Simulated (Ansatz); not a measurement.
The system is CoO.

```
CELL_PARAMETERS angstrom
0.00000 2.13150 2.13150
2.13150 0.00000 2.13150
2.13150 2.13150 0.00000
ATOMIC_POSITIONS crystal
Co 0.00000 0.00000 0.00000
O 0.50000 0.50000 0.50000
```

| Item | Value |
| --- | --- |
| Program | Ansatz 0.2.0 |
| Task | relaxation of cell and atoms |
| Functional | HSEsol |
| Potentials or basis | Ansatz PAW |
| Cutoff | 420 eV (not typed: the program's choice for these potentials) |
| k mesh | 6 × 6 × 6 |
| Occupations | fermi-dirac, width 0.05 eV |
| Spin | collinear spin, ferromagnetic start |
| Starting moments | [2.0, 0.0] μB |

At the start: volume 9.68 Å³/atom.

Task: Where does the relaxation end?

Result: It ends after 7 steps and the volume is 8.99 Å³/atom (-7.2 %); space group Fm-3m (No. 225, to 0.05 Å); moment 3.00 μB per cell.

Step by step:
| step | energy change (eV) | largest force (eV/Å) | volume (Å³) |
| --- | --- | --- | --- |
| 1 | 0.0000 | 0.0000 | 19.37 |
| 2 | -0.0605 | 0.0000 | 18.53 |
| 3 | -0.0746 | 0.0000 | 17.93 |
| 4 | -0.0744 | 0.0000 | 18.00 |
| 5 | -0.0686 | 0.0000 | 18.00 |
| 6 | -0.0687 | 0.0000 | 17.98 |
| 7 | -0.0681 | 0.0000 | 17.98 |

Final structure:
```
Co O
1.0
     0.00000    2.07934    2.07934
     2.07934    0.00000    2.07934
     2.07934    2.07934    0.00000
Co O
1 1
Direct
  0.00000 0.00000 0.00000
  0.50000 0.50000 0.50000
```

Caveat: the k mesh is coarse (spacing up to 0.43 Å⁻¹), so the values aren't converged, least of all with exact exchange; the magnetic or orbital state may not be the lowest; the plane-wave basis is chosen anew once the cell has moved, so the energies of steps on either side of that aren't comparable; the pressure holds a Pulay correction of +0.9 GPa for the finite cutoff; a cell with one magnetic atom can't hold antiferromagnetic order, which such compounds often take; the PAW data sets come from PBE, with cores solved anew for the run's functional, which leaves a small shift of forces and pressure.
